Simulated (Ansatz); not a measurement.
# C₂H₉BSi: a ladder of functionals and wavefunction methods

Aim: compute C₂H₉BSi with functionals from several rungs and with coupled cluster. The yardstick is the atomisation energy at the CCSD(T) limit.

Method: functionals in def2-TZVPP, the program's frozen cores in correlated methods; program: Ansatz 0.2.0, Gaussian basis.

Plan: LDA (SPW92), PBE-D4, revPBE-D4, BLYP-D4, r2SCAN-D4, B97M-V, PBE0-D4, B3LYP-D4, r2SCANh-D4, r2SCAN0-D4, HSE06-D4, BHLYP-D4, CAM-B3LYP-D4, LC-ωPBE, ωB97X-V, ωB97M-V, B2PLYP, PBE-QIDH; CCSD(T)/def2-SVP; CCSD(T)/def2-TZVPP; MP2/def2-QZVPP; extrapolation to the limit; RPA on PBE.

### 1 Structure used throughout

The geometry comes from an earlier relaxation with PBE0-D4 in a triple-zeta def2 set; it is a stationary point, not always the lowest conformer.

SMILES `BC(C)[SiH3]`, 13 atoms, charge 0, spin multiplicity 1.

Atoms are counted from 1 here; the program's logs count them from 0.

Bond lengths: B1–C2 1.529 Å, B1–H5 1.199 Å, B1–H6 1.199 Å, C2–C3 1.528 Å, C2–Si4 1.911 Å, C2–H7 1.098 Å, C3–H8 1.093 Å, C3–H9 1.093 Å, C3–H10 1.093 Å, Si4–H11 1.485 Å, Si4–H12 1.488 Å, Si4–H13 1.487 Å. Angles: C2–B1–H5 120.6°, C2–B1–H6 120.4°, H5–B1–H6 118.8°, B1–C2–C3 118.8°, B1–C2–Si4 100.2°, B1–C2–H7 112.5°, C3–C2–Si4 109.8°, C3–C2–H7 112.5°, Si4–C2–H7 100.6°, C2–C3–H8 110.7°, C2–C3–H9 112.6°, C2–C3–H10 111.0°, H8–C3–H9 107.5°, H8–C3–H10 107.1°, H9–C3–H10 107.8°, C2–Si4–H11 111.4°, C2–Si4–H12 111.6°, C2–Si4–H13 107.1° and more.

### 2 LDA

This LDA is Slater exchange with PW92 correlation.

The input, in.yaml:

```yaml
crystal:
  periodic: [false, false, false]
  atoms:
    - {symbol: B, position_ang: [-0.836197, 1.066894, -0.873820]}
    - {symbol: C, position_ang: [0.362465, 0.327483, -0.279591]}
    - {symbol: C, position_ang: [0.812432, 0.674206, 1.139213]}
    - {symbol: Si, position_ang: [-0.288675, -1.468880, -0.330840]}
    - {symbol: H, position_ang: [-1.048083, 1.036580, -2.053474]}
    - {symbol: H, position_ang: [-1.629424, 1.611529, -0.157693]}
    - {symbol: H, position_ang: [1.204157, 0.257559, -0.981424]}
    - {symbol: H, position_ang: [1.255518, 1.672648, 1.170967]}
    - {symbol: H, position_ang: [1.554899, -0.028132, 1.527212]}
    - {symbol: H, position_ang: [-0.035867, 0.677466, 1.828655]}
    - {symbol: H, position_ang: [-0.397929, -1.965447, -1.725757]}
    - {symbol: H, position_ang: [-1.615889, -1.589498, 0.330640]}
    - {symbol: H, position_ang: [0.682893, -2.307208, 0.420709]}
basis:
  gaussian: {orbitals: def2-TZVPP}
hamiltonian: {xc: lda}
output: {orbitals: {seedname: orbitals}}
```

Started as:

```
ansatz run in.yaml --threads 4 --pin off --events-out ev --progress --plain --max-ram 10444MiB
```

The runs that follow: PBE-D4 (GGA); revPBE-D4 (GGA); BLYP-D4 (GGA); r2SCAN-D4 (meta-GGA); B97M-V (meta-GGA); PBE0-D4 (hybrid); B3LYP-D4 (hybrid); r2SCANh-D4 (hybrid); r2SCAN0-D4 (hybrid); HSE06-D4 (hybrid); BHLYP-D4 (hybrid); CAM-B3LYP-D4 (range-separated); LC-ωPBE (range-separated); ωB97X-V (range-separated); ωB97M-V (range-separated); B2PLYP (double hybrid); PBE-QIDH (double hybrid); CCSD(T) in def2-SVP; CCSD(T) in def2-TZVPP; MP2 in def2-QZVPP; RPA on PBE orbitals.

Q: Predict the results of all the runs planned. Wanted: atomisation energy, CCSD(T)/CBS; farthest beyond LDA; mean size of error, GGA; mean size of error, meta-GGA; mean size of error, hybrid; mean size of error, range-separated; mean size of error, double hybrid; gap, smallest and largest; T1 diagnostic.

**Answer**, as computed:

```
                               quantity                                                                              value
        atomisation energy, CCSD(T)/CBS                                                                    1093.0 kcal/mol
functionals within 5.5 kcal/mol (0.5 %)  r2SCAN-D4, PBE0-D4, B3LYP-D4, r2SCANh-D4, r2SCAN0-D4, HSE06-D4, LC-ωPBE, PBE-QIDH
                    farthest beyond LDA                                                          BHLYP-D4 (-10.4 kcal/mol)
                mean size of error, GGA                                                                       8.0 kcal/mol
           mean size of error, meta-GGA                                                                       5.6 kcal/mol
             mean size of error, hybrid                                                                       4.0 kcal/mol
    mean size of error, range-separated                                                                       5.7 kcal/mol
      mean size of error, double hybrid                                                                       5.3 kcal/mol
              gap, smallest and largest                                          4.69 eV (LDA (SPW92)), 11.96 eV (LC-ωPBE)
                          T1 diagnostic                                                                             0.0112
triples share of the correlation energy                                                                              3.6 %
```

What this shows: LDA overbinds by 126.5 kcal/mol (12 %). PBE-D4 misses by +7.8 kcal/mol. Double hybrids carry the basis error of their MP2 part in triple zeta, and no dispersion term here, so their miss is partly the set-up's. The rungs hybrid, double hybrid miss on average by less than the doubt on the reference (5.5 kcal/mol), so they tie. Misses under about 5.5 kcal/mol are within the doubt on the reference itself, which lacks core-valence correlation, relativity and higher excitations. Hartree-Fock recovers 78 % of the binding; the rest is correlation. CCSD(T) in def2-SVP is off by -46.5 kcal/mol, more than most functionals: a good method in a small basis is no reference. Orbital gaps span 4.7 to 12.0 eV; exact exchange widens them.
